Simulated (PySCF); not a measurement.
# C4H3BBrP: geometry, electronic excitations

Aim: predict the electronic excitations of C4H3BBrP (`C#CC#CB(P)Br`).

Computed with PySCF 2.14.0, with density-fitted response routines of our own, on a single molecule in the gas phase. Atoms are numbered from 0 throughout.

### Step 1. The starting structure

10 atoms, charge 0, multiplicity 1; geometry from: GFN2-xTB. The atoms were then displaced at random by about 0.01 Å, so the start is not that level's minimum.

Bonds of the start (Å): C0–C1 1.23, C1–C2 1.37, C2–C3 1.17, C3–B4 1.52, B4–P5 1.89, B4–Br6 1.89, C0–H7 1.04, P5–H8 1.37, P5–H9 1.37.

### Step 2. Optimising the geometry at PBE0-D3(BJ)/def2-SVP

What the job is given:

```
{"job": {"xc": "PBE0", "basis": "def2-SVP", "d3": "d3bj", "grid": 1, "shake": 0.01, "kind": "geom"}, "charge": 0, "multiplicity": 1}
C      3.716680     0.059210    -0.336470
C      2.492380     0.190570    -0.253380
C      1.134190     0.313120    -0.158800
C     -0.022650     0.429310    -0.057310
B     -1.540480     0.508640     0.035580
P     -2.587710    -1.044450     0.301000
Br    -2.380010     2.200580     0.111500
H      4.753400    -0.005780    -0.420210
H     -1.907540    -1.904440    -0.520190
H     -3.607830    -0.767700    -0.575600
```

Command:

```sh
$ OMP_NUM_THREADS=1 python probes_run.py task.json out
```

The driver reads the jobs from task.json and runs them one after another.

**Question.** This job is followed by: TDDFT PBE0/aug-cc-pVDZ, vertical, gas phase, core orbitals frozen in the response. Predict these results of the whole session: point group; rotational constants (main isotopes); lowest singlet (PBE0/aug-cc-pVDZ); brightest single state of those computed; lowest triplet.

**Answer**, as computed:

| quantity | value |
| --- | --- |
| point group | C1 |
| rotational constants (main isotopes) | 1.97, 0.63, 0.48 GHz |
| lowest singlet (PBE0/aug-cc-pVDZ) | 3.27 eV (379 nm), f = 0.007 |
| brightest single state of those computed | state 9, 5.98 eV, f = 0.404 |
| lowest triplet | 2.87 eV |

What this shows: Relaxing lowered the energy by 0.322 eV in 7 steps; the close pair that moved most is C2–C3, from 1.167 to 1.228 Å. No frequency check was run at this level, so the end point may be a saddle. The first singlet state (HOMO→LUMO 0.62, HOMO−1→LUMO 0.34) lies at 3.27 eV and is weak; of the 10 states computed, the strongest absorption comes from state 9 at 5.98 eV. The lowest triplet lies 0.41 eV below the lowest singlet (triplets in Tamm-Dancoff, singlets in full TDDFT).
